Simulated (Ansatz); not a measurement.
**MgB2: stress in a strained cell**

MgB2 is deformed so: zz strain of +2 %. What stress and forces result, by LAPW, PAW and all-electron datasets made for the crystal?

Method: DFT LDA, scalar-relativistic, in Ansatz 0.2.0.

## Step 1: Starting point

It takes space group P6/mmm (No. 191, hexagonal). Conventional cell: a = 3.085 Å, b = 3.085 Å, c = 3.523 Å, α = 90.00°, β = 90.00°, γ = 120.00°. Mg (site symmetry 6/mmm) has 12 B at 2.51 Å as nearest neighbours. B (site symmetry -6m2) is surrounded by 3 B at 1.78 Å and 6 Mg at 2.51 Å.

As a file:

```xyz
3
Lattice="3.0850 0.0000 0.0000 -1.5425 2.6717 0.0000 0.0000 0.0000 3.5230" Properties=species:S:1:pos:R:3 pbc="T T T"
Mg    0.0000    0.0000    0.0000
B     0.0000    1.7811    1.7615
B     1.5425    0.8906    1.7615
```

Atoms are numbered in the order of the input: Mg1, B2, B3.

## Step 2: The deformed structure

Space group P6/mmm before, P6/mmm after.

## Step 3: LAPW, all electrons

Contents of input.yaml:

```yaml
crystal:
  lattice:
    - [3.0850007055, 0.0, 0.0]
    - [-1.5425003528, 2.6716889817, 0.0]
    - [0.0, 0.0, 3.59346]
  atoms:
    - { symbol: Mg, position: [0.0, 0.0, 0.0] }
    - { symbol: B, position: [0.3333333333, 0.6666666667, 0.5] }
    - { symbol: B, position: [0.6666666667, 0.3333333333, 0.5] }
kpoints:
  mp_grid: { grid: [12, 12, 9] }
  band_path:
    path:
      - [0.0, 0.0, 0.0]
      - [0.5, 0.0, 0.0]
      - [0.3333333333, 0.3333333333, 0.0]
      - [0.0, 0.0, 0.0]
      - [0.0, 0.0, 0.5]
      - [0.5, 0.0, 0.5]
      - [0.3333333333, 0.3333333333, 0.5]
      - [0.0, 0.0, 0.5]
      - [0.5, 0.0, 0.5]
    npoints: 5
scf:
  occupations: { method: fermi_dirac, width: 0.05 }
hamiltonian:
  xc: lda
  pseudopotentials: { kind: all_electron, lapw: { basis_error: 0.0005 } }
output:
  forces: true
  stress: true
  eigenvalues: true
```

On the command line:

```bash
ansatz run input.yaml --threads 1 --pin off --max-ram 6144MiB --backend cpu --events-out ev --progress --plain --runs-dir out
```

## Step 4: PAW on the default files

Contents of input.yaml:

```yaml
crystal:
  lattice:
    - [3.0850007055, 0.0, 0.0]
    - [-1.5425003528, 2.6716889817, 0.0]
    - [0.0, 0.0, 3.59346]
  atoms:
    - { symbol: Mg, position: [0.0, 0.0, 0.0] }
    - { symbol: B, position: [0.3333333333, 0.6666666667, 0.5] }
    - { symbol: B, position: [0.6666666667, 0.3333333333, 0.5] }
kpoints:
  mp_grid: { grid: [12, 12, 9] }
scf:
  occupations: { method: fermi_dirac, width: 0.05 }
hamiltonian:
  xc: lda
  pseudopotentials: { kind: paw }
output:
  forces: true
  stress: true
  eigenvalues: true
  efg: { contact_densities: true }
```

## Step 5: Datasets made for this crystal

Edit input.yaml of step 4 so:

```diff
@@ -15,3 +15,3 @@
   xc: lda
-  pseudopotentials: { kind: paw }
+  pseudopotentials: { kind: all_electron, datasets: crystal }
 output:
```

(Steps that only read results are left out.)

What does the calculation give? Wanted: pressure; largest shear or deviatoric stress.

As calculated:

| quantity | value |
| --- | --- |
| pressure | LAPW -9.40, PAW -9.40, crystal datasets -9.40 GPa |
| largest shear or deviatoric stress (LAPW) | 1.94 GPa |

What this shows: The largest part of the stress beyond the pressure is 1.94 GPa in size, in the zz component; the atoms are carried along and not relaxed. No run of the undeformed cell stands beside it, so the pressure holds what the given cell had before the change. PAW: stress within 0.03 GPa of LAPW. Crystal datasets: stress within 0.01 GPa of LAPW.
